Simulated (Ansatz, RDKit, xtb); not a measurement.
**C4H6ClGa: which of the isomers drawn lies lowest?**

A sample of isomers of C4H6ClGa is drawn. Aim: find which of them has the lowest free energy at 298.15 K, then its properties. The sample is small against all isomers, and the most stable one of this formula need not be in it.

Plan: many cheap relaxations first (GFN2-xTB), then density-functional screening, relaxation at B3LYP/def2-SVP, vibrations (at GFN2-xTB) and a final energy. The numbers are computed, not measured.

2 further runs of the same task are left out: 2 set aside as unsound or not needed.

## Step 1: Candidates

Isomers were taken from a list of plausible structures; this is a sample, not all of them. That gives 4 candidates.

| label | SMILES | spin |
| --- | --- | --- |
| c486 | C#C[CH2][Ga]([CH3])[Cl] | singlet |
| c624 | C#C[C@@H](Cl)[GaH][CH3] | singlet |
| c649 | C#C[CH2][GaH][CH2]Cl | singlet |
| c998 | C#[C][Ga]([CH3])[CH2]Cl | singlet |

Candidates are built by distance geometry, with a force field where one applies, in up to four conformers (letters a to d).

**Question.** With final energies at CCSD(T)/def2-SVP + MP2/def2-TZVPP - MP2/def2-SVP, which structure will this search put lowest in free energy, and by what margin?

| quantity | value |
| --- | --- |
| lowest structure found | C#C[CH2][Ga]([CH3])[Cl], singlet |
| next finalist | C#C[C@@H](Cl)[GaH][CH3], singlet, 47.8 kcal/mol higher in G |
| share at equilibrium, among the finalists | 100.0 % |

The search ends on `C#C[CH2][Ga]([CH3])[Cl]`. The margin of 47.8 kcal/mol over the next finalist is beyond the usual error of the last level; it says nothing of structures that weren't ranked. B3LYP/def2-SVP, HF/def2-SVP and MP2/def2-SVP already put its bonding pattern lowest among the structures in one piece. Lowest found is not proven lowest: the search is finite, and each finalist counts with one conformer. Only 4 drawn patterns were tried, so whole families of isomers are missing, and the result ranks this sample alone.
